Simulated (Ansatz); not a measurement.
# AsB2H5, SMILES BB[AsH2]: an atomisation energy

Program: Ansatz 0.2.0, Python API.

Contents of `asb2h5.xyz`:
```text
8

B    -1.25340    0.35350   -0.17690
B    -0.11320   -0.84780   -0.12800
As    1.83660   -0.40110    0.27400
H    -2.38030    0.08820   -0.41010
H    -0.94010    1.47490    0.02140
H    -0.43050   -1.96780   -0.32670
H     1.83710    0.79150   -0.73760
H     1.44390    0.50860    1.48400
```

`asb2h5_tae.py`
```python
"""Energy to split AsB2H5 into its atoms."""

from collections import Counter
import logging
import sys

import ansatz as az

logging.basicConfig(stream=sys.stdout, format="[%(levelname)s] %(message)s")
logger = logging.getLogger("asb2h5")
logger.setLevel(logging.INFO)


def energy(molecule, charge=0, unpaired=0):
    calc = molecule.calculation().basis(gaussian="def2-SVPD").functional("R2SCAN0")
    if charge:
        calc = calc.charge(charge)
    if unpaired:
        calc = calc.spin("collinear", total=unpaired)
    return calc.run().report["free_energy_ev"]


def main() -> None:
    geometry = az.Crystal.molecule_from_extxyz("asb2h5.xyz")

    # unpaired electrons of the ground-state atoms
    unpaired = {"B": 1, "As": 3, "H": 1}
    counts = Counter(site.symbol for site in geometry.cartesian_sites)
    atom_energy = {s: energy(az.Crystal.molecule().atom(s, (0, 0, 0)), 0, unpaired[s]) for s in counts}
    whole = energy(geometry, 0, 0)
    for s, e in atom_energy.items():
        logger.info(f"{s:2s} x{counts[s]}  {e:14.5f} eV")
    logger.info(f"AsB2H5: {whole:.5f} eV")
    split = sum(counts[s] * e for s, e in atom_energy.items()) - whole
    logger.info(f"atomisation energy (no zero-point term): {96.485332 * split:.1f} kJ/mol, {split / sum(counts.values()):.3f} eV an atom")


if __name__ == "__main__":
    main()
```

```console
$ python asb2h5_tae.py
[INFO] B  x2      -669.65790 eV
[INFO] As x1    -60831.62468 eV
[INFO] H  x5       -13.58464 eV
[INFO] AsB2H5: -62262.47272 eV
[INFO] atomisation energy (no zero-point term): 2277.9 kJ/mol, 2.951 eV an atom
```

2277.9 kJ/mol from the electronic energies, without the zero-point term.

Reading the output:
- Total energies depend on the basis set; only differences at equal settings carry meaning.
- The geometry is a force-field or estimated start, not a minimum of this method, and the basis set is short of its limit. All parts are taken at fixed geometry, without zero-point energy.
- Wall time of the script: 8.7 s on 1 thread of Arm Neoverse V2, on a shared host, peak memory 0.31 GiB.
